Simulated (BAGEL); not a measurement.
**C2H6AlCl (dimethylaluminum chloride): HF/STO-3G (density fitting with qzvpp-jkfit)**

Aim: the vertical ionisation energy of C2H6AlCl (dimethylaluminum chloride) at HF/STO-3G (density fitting with qzvpp-jkfit), from 2 runs. 

The calculation is run with BAGEL 1.2.2.

8 further runs of the same task are left out: 6 that didn't finish, 2 set aside as unsound or not needed.

**1. Starting point**

C2H6AlCl has 10 atoms, charge 0, and is taken as a singlet. SMILES: `[CH3][Al]([CH3])[Cl]`. The coordinates come from a PBE0-D4/def2-TZVP relaxation.

Bond lengths: C1–Al2 1.942 Å, Al2–C3 1.942 Å, Al2–Cl4 2.114 Å, C1–H5 1.092 Å, C1–H6 1.095 Å, C1–H7 1.095 Å, C3–H8 1.095 Å, C3–H9 1.093 Å, C3–H10 1.094 Å. Some angles: C1–Al2–C3 125.8°, C1–Al2–Cl4 117.8°, C3–Al2–Cl4 116.4°, Al2–C1–H5 112.5°, Al2–C1–H6 110.7°, Al2–C1–H7 110.7°, Al2–C3–H8 110.7°, Al2–C3–H9 112.6°, Al2–C3–H10 110.7°, H5–C1–H6 108.1°.

**2. The energy at HF/STO-3G (density fitting with qzvpp-jkfit)**

input.json

```json
{ "bagel" : [

{
  "title" : "molecule",
  "basis" : "sto-3g",
  "df_basis" : "qzvpp-jkfit",
  "angstrom" : true,
  "geometry" : [
    { "atom" : "C", "xyz" : [      -0.517700,       1.358200,      -0.989200 ] },
    { "atom" : "Al", "xyz" : [      -0.252300,      -0.446600,      -0.322400 ] },
    { "atom" : "C", "xyz" : [       0.742200,      -0.932200,       1.273500 ] },
    { "atom" : "Cl", "xyz" : [      -1.112300,      -2.038200,      -1.415400 ] },
    { "atom" : "H", "xyz" : [      -1.121400,       1.383800,      -1.898300 ] },
    { "atom" : "H", "xyz" : [      -1.010200,       1.981400,      -0.235400 ] },
    { "atom" : "H", "xyz" : [       0.443800,       1.835600,      -1.206000 ] },
    { "atom" : "H", "xyz" : [       0.102400,      -1.471200,       1.979300 ] },
    { "atom" : "H", "xyz" : [       1.158700,      -0.063300,       1.788800 ] },
    { "atom" : "H", "xyz" : [       1.566900,      -1.607500,       1.025200 ] }
  ]
},

{
  "title" : "hf"
},

{
  "title" : "print",
  "file" : "orbitals.molden",
  "orbitals" : true
}

]}
```

Started as:

```console
$ BAGEL_NUM_THREADS=1 BAGEL input.json > input.out
```

The program printed:

```text
* using 1 threads per process

  ===============================================================
  ===============================================================

  *** Geometry ***

  { "atom" : "C", "xyz" : [     -0.978311,      2.566626,     -1.869317 ] },
  { "atom" : "Al", "xyz" : [     -0.476778,     -0.843952,     -0.609248 ] },
  { "atom" : "C", "xyz" : [      1.402555,     -1.761603,      2.406566 ] },
  { "atom" : "Cl", "xyz" : [     -2.101942,     -3.851640,     -2.674718 ] },
  { "atom" : "H", "xyz" : [     -2.119139,      2.615003,     -3.587267 ] },
  { "atom" : "H", "xyz" : [     -1.909001,      3.744303,     -0.444842 ] },
  { "atom" : "H", "xyz" : [      0.838660,      3.468781,     -2.279010 ] },
  { "atom" : "H", "xyz" : [      0.193508,     -2.780165,      3.740335 ] },
  { "atom" : "H", "xyz" : [      2.189626,     -0.119620,      3.380342 ] },
  { "atom" : "H", "xyz" : [      2.961012,     -3.037735,      1.937347 ] },

  Number of auxiliary basis functions:      514

  Since a DF basis is specified, we compute 2- and 3-index integrals:
    o Being stored without compression. Storage requirement is 0.005 GB

  Number of basis functions:       34
  Number of electrons      :       48

    * METHOD: MOLECULE                             0.14

  *** RHF ***

  === Nuclear Repulsion ===
   189.7622432949

      * DIIS with orbital gradients will be used.

  === RHF iteration (sto-3g) ===
      0       -771.99233448          0.00887394           0.02
      1       -772.03966259          0.00182350           0.02
      2       -772.04183615          0.00042798           0.02
      3       -772.04196646          0.00004774           0.02
      4       -772.04196798          0.00001465           0.02
      5       -772.04196810          0.00000288           0.02
      6       -772.04196811          0.00000037           0.02
      7       -772.04196811          0.00000006           0.02
      8       -772.04196811          0.00000001           0.02
    * SCF iteration converged.

    * Permanent dipole moment:
           (   -0.502982,    -0.941686,    -0.638171) a.u.

    * METHOD: HF                                   0.23

    * METHOD: PRINT                                0.00

  ===============================================================
```

Wall time 0.5 s (1 thread of Intel Xeon 6975P-C (Granite Rapids), shared host); peak memory 0.079 GiB.

**3. The doublet cation**

job.json

```json
{ "bagel" : [

{
  "title" : "molecule",
  "basis" : "sto-3g",
  "df_basis" : "qzvpp-jkfit",
  "angstrom" : true,
  "geometry" : [
    { "atom" : "C", "xyz" : [      -0.517700,       1.358200,      -0.989200 ] },
    { "atom" : "Al", "xyz" : [      -0.252300,      -0.446600,      -0.322400 ] },
    { "atom" : "C", "xyz" : [       0.742200,      -0.932200,       1.273500 ] },
    { "atom" : "Cl", "xyz" : [      -1.112300,      -2.038200,      -1.415400 ] },
    { "atom" : "H", "xyz" : [      -1.121400,       1.383800,      -1.898300 ] },
    { "atom" : "H", "xyz" : [      -1.010200,       1.981400,      -0.235400 ] },
    { "atom" : "H", "xyz" : [       0.443800,       1.835600,      -1.206000 ] },
    { "atom" : "H", "xyz" : [       0.102400,      -1.471200,       1.979300 ] },
    { "atom" : "H", "xyz" : [       1.158700,      -0.063300,       1.788800 ] },
    { "atom" : "H", "xyz" : [       1.566900,      -1.607500,       1.025200 ] }
  ]
},

{
  "title" : "uhf",
  "charge" : 1,
  "nopen" : 1
},

{
  "title" : "print",
  "file" : "orbitals.molden",
  "orbitals" : true
}

]}
```

Started as:

```console
$ BAGEL_NUM_THREADS=1 BAGEL job.json > job.out
```

The program printed:

```text
* using 1 threads per process

  ===============================================================
  ===============================================================

  *** Geometry ***

  { "atom" : "C", "xyz" : [     -0.978311,      2.566626,     -1.869317 ] },
  { "atom" : "Al", "xyz" : [     -0.476778,     -0.843952,     -0.609248 ] },
  { "atom" : "C", "xyz" : [      1.402555,     -1.761603,      2.406566 ] },
  { "atom" : "Cl", "xyz" : [     -2.101942,     -3.851640,     -2.674718 ] },
  { "atom" : "H", "xyz" : [     -2.119139,      2.615003,     -3.587267 ] },
  { "atom" : "H", "xyz" : [     -1.909001,      3.744303,     -0.444842 ] },
  { "atom" : "H", "xyz" : [      0.838660,      3.468781,     -2.279010 ] },
  { "atom" : "H", "xyz" : [      0.193508,     -2.780165,      3.740335 ] },
  { "atom" : "H", "xyz" : [      2.189626,     -0.119620,      3.380342 ] },
  { "atom" : "H", "xyz" : [      2.961012,     -3.037735,      1.937347 ] },

  Number of auxiliary basis functions:      514

  Since a DF basis is specified, we compute 2- and 3-index integrals:
    o Being stored without compression. Storage requirement is 0.005 GB

  Number of basis functions:       34
  Number of electrons      :       48

    * METHOD: MOLECULE                             0.14

  *** Open-shell HF ***

  === Nuclear Repulsion ===
   189.7622432949

      * DIIS with orbital gradients will be used.

  === UHF iteration (sto-3g) ===
      0       -771.62637178          0.02659105           0.04
      1       -771.72716238          0.00702531           0.04
      2       -771.73419416          0.00186868           0.03
      3       -771.73520373          0.00055110           0.03
      4       -771.73564295          0.00020356           0.03
      5       -771.73576409          0.00011774           0.03
      6       -771.73579973          0.00007901           0.03
      7       -771.73580976          0.00004945           0.03
      8       -771.73581335          0.00001001           0.03
      9       -771.73581381          0.00000741           0.03
     10       -771.73581394          0.00000607           0.04
     11       -771.73581404          0.00000503           0.04
     12       -771.73581407          0.00000360           0.03
     13       -771.73581412          0.00000192           0.03
     14       -771.73581414          0.00000087           0.03
     15       -771.73581415          0.00000037           0.03
     16       -771.73581415          0.00000017           0.03
     17       -771.73581415          0.00000010           0.03
     18       -771.73581415          0.00000006           0.03
     19       -771.73581415          0.00000003           0.03
     20       -771.73581415          0.00000002           0.03
     21       -771.73581415          0.00000001           0.03
     22       -771.73581415          0.00000001           0.03
    * SCF iteration converged.

    * S^2 (UHF) is 0.8111

    * Permanent dipole moment:
           (   -1.092530,    -1.968381,    -1.395763) a.u.

    * METHOD: UHF                                  0.85

    * METHOD: PRINT                                0.00

  ===============================================================
```

Run time: 1.1 s. Hardware: 1 thread of Intel Xeon 6975P-C (Granite Rapids), shared host; peak memory 0.079 GiB.

**4. Results**

Level: HF/STO-3G (density fitting with qzvpp-jkfit).

```
                                          quantity          value
                    singlet C2H6AlCl: total energy  -772.04197 Eh
                   singlet C2H6AlCl: dipole moment         3.16 D
                     singlet C2H6AlCl: HOMO energy       -9.03 eV
                     singlet C2H6AlCl: LUMO energy        8.02 eV
                   singlet C2H6AlCl: HOMO–LUMO gap       17.04 eV
                      doublet cation: total energy  -771.73581 Eh
                              doublet cation: ⟨S²⟩          0.811
vertical ionisation energy (to the doublet cation)       8.331 eV
```

In words: Removing an electron at fixed nuclei costs 8.33 eV (804 kJ/mol). −ε(HOMO) before ionisation, 9.03 eV, is 0.69 eV above this ionisation energy. In a minimal basis such a difference can be off by several eV, whatever the method.
